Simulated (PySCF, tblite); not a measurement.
# C₅H₁₂O₂Si: geometry, infrared bands, NMR shifts and electronic excitations

What infrared bands, NMR shifts and electronic excitations should C₅H₁₂O₂Si (`CO[SiH2]OCC1CC1`) show?

Computed with tblite 0.8.0 and PySCF 2.14.0, with density-fitted response routines of our own, on a single molecule in the gas phase. Atoms count from 0, in the outputs and in this text.

**1. The molecule as given**

20 atoms, charge 0, multiplicity 1; geometry from: force field or distance geometry start.

Bonds of the start (Å): C0–O1 1.42, O1–Si2 1.72, Si2–O3 1.72, O3–C4 1.38, C4–C5 1.49, C5–C6 1.52, C6–C7 1.50, C7–C5 1.50, C0–H8 1.11, C0–H9 1.12, C0–H10 1.09, Si2–H11 1.47, Si2–H12 1.47, C4–H13 1.13, C4–H14 1.14, C5–H15 1.12, C6–H16 1.11, C6–H17 1.10, C7–H18 1.11, C7–H19 1.12.

**2. Optimising the geometry with GFN2-xTB**

The job: settings as JSON, then the geometry in Å.

```
{"job": {"kind": "relax", "xc": "GFN2-xTB", "basis": "xTB"}, "charge": 0, "multiplicity": 1}
C      3.864000     0.691200    -0.322400
O      2.546700     0.901600     0.152300
Si     1.683300    -0.522300    -0.261400
O      0.152300    -0.624900     0.504800
C     -0.819900    -0.546000    -0.472700
C     -2.199600    -0.632900     0.088000
C     -2.521100     0.467800     1.091400
C     -3.201600     0.436400    -0.242600
H      3.810000     0.673800    -1.428000
H      4.148200    -0.344600     0.003800
H      4.555300     1.461600     0.012400
H      1.402200    -0.416300    -1.704200
H      2.531700    -1.677000     0.052600
H     -0.646800    -1.423800    -1.155600
H     -0.703200     0.404200    -1.086100
H     -2.601600    -1.635700     0.369900
H     -3.053500     0.093500     1.993600
H     -1.784400     1.279900     1.201800
H     -4.272300     0.162200    -0.275900
H     -2.894900     1.262200    -0.934300
```

Command:

```bash
OMP_NUM_THREADS=1 python probes_run.py task.json out
```

The driver reads the jobs from task.json and runs them one after another.

**Question.** This job is followed by: GFN2-xTB harmonic vibrations, gas phase; PBE0-D3(BJ)/def2-SVP geometry optimisation, gas phase; GIAO PBE0/pcSseg-1 NMR shielding, non-relativistic, gas phase; TDDFT wB97X-D/def2-SVPD, vertical, gas phase, core orbitals frozen in the response; GIAO B3LYP/pcSseg-1 NMR shielding, non-relativistic, gas phase. Predict these results of the whole session: strongest single infrared mode (GFN2-xTB); zero-point energy (GFN2-xTB); point group; rotational constants (main isotopes); 13C shifts against TMS (PBE0/pcSseg-1, means over atoms taken as alike); 1H shifts against TMS (PBE0/pcSseg-1, means over atoms taken as alike); 17O shifts against H2O (PBE0/pcSseg-1); 29Si shifts against TMS (PBE0/pcSseg-1); lowest singlet (wB97X-D/def2-SVPD); brightest single state of those computed; lowest triplet; vertical ionisation energy (ΔSCF); range of the shift of Si2.

The runs gave:

| quantity | value |
| --- | --- |
| strongest single infrared mode (GFN2-xTB) | 2169 cm⁻¹, 420 km/mol |
| zero-point energy (GFN2-xTB) | 101.3 kcal/mol |
| point group | C1 |
| rotational constants (main isotopes) | 4.62, 0.73, 0.69 GHz |
| 13C shifts against TMS (PBE0/pcSseg-1, means over atoms taken as alike) | 69.9, 53.0, 13.2, 5.0 ppm |
| 1H shifts against TMS (PBE0/pcSseg-1, means over atoms taken as alike) | 4.69, 3.67, 3.52, 1.05, 0.49, 0.22 ppm |
| 17O shifts against H2O (PBE0/pcSseg-1) | 65.9, 31.9 ppm |
| 29Si shifts against TMS (PBE0/pcSseg-1) | -30.0 ppm |
| lowest singlet (wB97X-D/def2-SVPD) | 7.89 eV (157 nm), f = 0.003 |
| brightest single state of those computed | state 10, 8.75 eV, f = 0.034 |
| lowest triplet | 7.68 eV |
| vertical ionisation energy (ΔSCF) | 10.12 eV |
| range of the shift of Si2 | -37.2 to -30.0 ppm |

What this shows: Relaxing lowered the energy by 1.287 eV in 174 steps; the close pair that moved most is Si2–O3, from 1.715 to 1.609 Å (GFN2-xTB). All 54 modes are real, so the xTB geometry is a minimum. The strongest single mode, at 2169 cm⁻¹, moves mainly H11 and H12. Unscaled tight-binding wavenumbers are off by several per cent, some by more. Its intensities can rank the bands wrongly. Relaxing lowered the energy by 0.538 eV in 35 steps; the close pair that moved most is Si2–O3, from 1.569 to 1.658 Å (PBE0/def2-SVP). The most deshielded carbon is C4 (sp3 CH2 bonded to O), at 69.9 ppm: pulled downfield by the heteroatom. At PBE0/pcSseg-1: The widest tensor belongs to O1: span 128 ppm, with a paramagnetic part of -96 ppm. The first singlet state (HOMO→LUMO 0.41, HOMO−2→LUMO 0.24) lies at 7.89 eV and is weak; of the 10 states computed, the strongest absorption comes from state 10 at 8.75 eV (the last computed, so partners may be missing). The lowest triplet lies 0.21 eV below the lowest singlet (triplets in Tamm-Dancoff, singlets in full TDDFT). The orbital energy would give 10.00 eV for ionisation, ΔSCF gives 10.12 eV. In ppm, Si2 moves most: its shift spreads over 7.2 ppm, from -37.2 (B3LYP/pcSseg-1) to -30.0 (PBE0/pcSseg-1).
